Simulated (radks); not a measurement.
# Co²⁺ with its nuclear charge varied continuously

What is the energy between the elements? 25 electrons are held in [Ar] 3d7 while Z is changed in small steps.

Program: radks (a radial shooting solver on a logarithmic mesh, Libxc functionals) version 1. Level of theory: Dirac Kohn-Sham, PBE, spin-unpolarised, spherical densities, point nucleus; open shells fill j = l - 1/2 first. These are calculated values, not measurements, unless marked.

### 1 The atom as given

```
element       : cobalt (Z = 27)
charge        : +2
electrons     : 25
configuration : [Ar] 3d7
```

### 2 Z = 27

The run's settings:

```text
Z 27
configuration [Ar] 3d7
relativity Dirac
functional pbe,pbe
spin unpolarised
j_filling energy
nucleus point
c 137.035999084
```

### 3 Z = 26.6

Input: that of step 2 with these lines changed.

```diff
@@ -1,2 +1,2 @@
-Z 27
+Z 26.6
 configuration [Ar] 3d7
```

### 4 Z = 26.8

Input: that of step 3 with these lines changed.

```diff
@@ -1,2 +1,2 @@
-Z 26.6
+Z 26.8
 configuration [Ar] 3d7
```

### 5 Z = 27.2

Input: that of step 4 with these lines changed.

```diff
@@ -1,2 +1,2 @@
-Z 26.8
+Z 27.2
 configuration [Ar] 3d7
```

### 6 Z = 27.4

Input: that of step 5 with these lines changed.

```diff
@@ -1,2 +1,2 @@
-Z 27.2
+Z 27.4
 configuration [Ar] 3d7
```

### 7 Z = 27.6

Input: that of step 6 with these lines changed.

```diff
@@ -1,2 +1,2 @@
-Z 27.4
+Z 27.6
 configuration [Ar] 3d7
```

### 8 Z = 27.8

Input: that of step 7 with these lines changed.

```diff
@@ -1,2 +1,2 @@
-Z 27.6
+Z 27.8
 configuration [Ar] 3d7
```

### 9 Z = 28

Input: that of step 8 with these lines changed.

```diff
@@ -1,2 +1,2 @@
-Z 27.8
+Z 28
 configuration [Ar] 3d7
```

**Question.** What will these runs give? Wanted: for each run, Z; E; E(electron-nucleus)/Z; highest level; its energy; <r>.

**Answer**, as computed:

```tsv
Z	E (hartree)	E(electron-nucleus)/Z (hartree)	highest level	its energy (eV)	<r> (bohr)
26.6	-1343.51753	-120.604	3d5/2	-20.164	1.091
26.8	-1367.75829	-121.804	3d5/2	-23.470	1.056
27	-1392.23894	-123.003	3d5/2	-26.957	1.024
27.2	-1416.95925	-124.200	3d5/2	-30.619	0.9950
27.4	-1441.91902	-125.397	3d5/2	-34.451	0.9681
27.6	-1467.11811	-126.594	3d5/2	-38.448	0.9432
27.8	-1492.55640	-127.789	3d5/2	-42.605	0.9199
28	-1518.23380	-128.985	3d5/2	-46.919	0.8982
```

In words: At Z = 27 the central difference of E is -123.002 hartree, against -123.003 from the Hellmann-Feynman theorem. The top level goes from -20.164 eV at Z = 26.6 to -46.919 eV at Z = 28.
